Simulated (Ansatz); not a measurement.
# GdO: the cost of one run

Computed with Ansatz 0.2.0 (DFT PBE+U (U_eff = 6 eV on Gd 4f), scalar-relativistic, plane waves, PAW, unless a step's input says otherwise).

2 further runs of the same task are left out: 1 that didn't finish, 1 set aside as unsound or not needed. Runs told in other sessions of the task aren't counted.

## (1) The structure to begin with

Symmetry: Pm-3m, No. 221, cubic system. Conventional cell: a = 3.033 Å, b = 3.033 Å, c = 3.033 Å, α = 90.00°, β = 90.00°, γ = 90.00°. Gd (site symmetry m-3m) has 8 O at 2.63 Å in its first shell of neighbours. O (site symmetry m-3m) is surrounded by 8 Gd at 2.63 Å.

As a file:

```cif
data_structure
_symmetry_space_group_name_H-M 'P 1'
_symmetry_Int_Tables_number 1
_cell_length_a 3.0325
_cell_length_b 3.0325
_cell_length_c 3.0325
_cell_angle_alpha 90.000
_cell_angle_beta 90.000
_cell_angle_gamma 90.000
_cell_volume 27.89
loop_
_atom_site_label
_atom_site_type_symbol
_atom_site_fract_x
_atom_site_fract_y
_atom_site_fract_z
_atom_site_occupancy
Gd1 Gd 0.00000 0.00000 0.00000 1
O1 O 0.50000 0.50000 0.50000 1
```

An earlier run at PBE+U (U_eff = 6 eV on Gd 4f) left this cell at 13.944 Å³/atom and -0.03 GPa (10×10×10 mesh).

Volume factors to run: 0.980, 1.020, 0.960, 1.040, 1.070, 1.100, 0.945.

## (2) At 0.980 of the relaxed volume

File input.yaml:

```yaml
crystal:
  lattice:
    - [3.0121672082, 0.0, 0.0]
    - [0.0, 3.0121672082, 0.0]
    - [0.0, 0.0, 3.0121672082]
  atoms:
    - { symbol: Gd, position: [0.0, 0.0, 0.0], spin: 7.9 }
    - { symbol: O, position: [0.5, 0.5, 0.5] }
basis:
  ecutwfc: 420
  ecutrho_ratio: 4
kpoints:
  mp_grid: { grid: [10, 10, 10] }
hamiltonian:
  xc: pbe
  hubbard:
    sites:
      - { species: Gd, l: f, u_eff: 6.0, starting_ns: start.occupation_matrices }
    ns_hold: { iters: 6 }
scf:
  occupations: { method: gaussian, width: 0.05 }
  lower_state_search: "off"
output:
  forces: true
  stress: true
  eigenvalues: true
  populations: true
  hubbard: { sites: [{ species: Gd, l: f }] }
magnetization:
  spin_polarized: true
```

start.occupation_matrices holds the open shells' occupation matrices from the neighbouring geometry.

The run is started by

```bash
$ ansatz run input.yaml --threads 2 --pin off --max-ram 2662MiB --backend cpu --events-out ev --progress --plain --runs-dir out
```

Q: Estimate wall time and peak memory on 2 threads of Arm Neoverse V2, shared host.

About 4 s, with a peak of 0.35 GiB.
